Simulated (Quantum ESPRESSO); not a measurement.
**In3As: equation of state with LDA**

Crystal: In3As.

```
In As
1.0
     4.67168    0.00000    0.00000
     0.00000    4.67168    0.00000
     0.00000    0.00000    4.67168
In As
3 1
Direct
  0.50000 0.50000 0.00000
  0.50000 0.00000 0.50000
  0.00000 0.50000 0.50000
  0.00000 0.00000 0.00000
```

The cell comes from a database or a generator and needn't be the stable form of this composition.

* Program: Quantum ESPRESSO 7.5
* Task: equation of state
* Functional: LDA
* Potentials or basis: GBRV 1.5 LDA
* Cutoff: 762 eV
* Density cutoff: 6095 eV
* k mesh: 6 × 6 × 6
* Occupations: fermi-dirac, width 0.05 eV
* Spin: no spin polarisation
* Form of the LDA correlation: PZ81
* Mixing beta: 0.5
* Most SCF iterations: 120
* SCF threshold: 8e-10 Ry

```json
{"Equilibrium volume": "23.39 Å³/atom (rough: see the caveat)", "Bulk modulus": "56 GPa (rough)"}
```

Energy against volume, from the lowest point:
```tsv
volume (Å³/atom)	energy (meV/atom)
23.960	0.00
24.470	5.64
24.980	14.22
25.489	25.34
25.999	38.70
26.509	54.03
27.019	71.02
```

All runs of the series together: 4.7 min on 2 threads of Arm Neoverse V2, on a shared host.

Caveat: the minimum lies outside the volumes run.
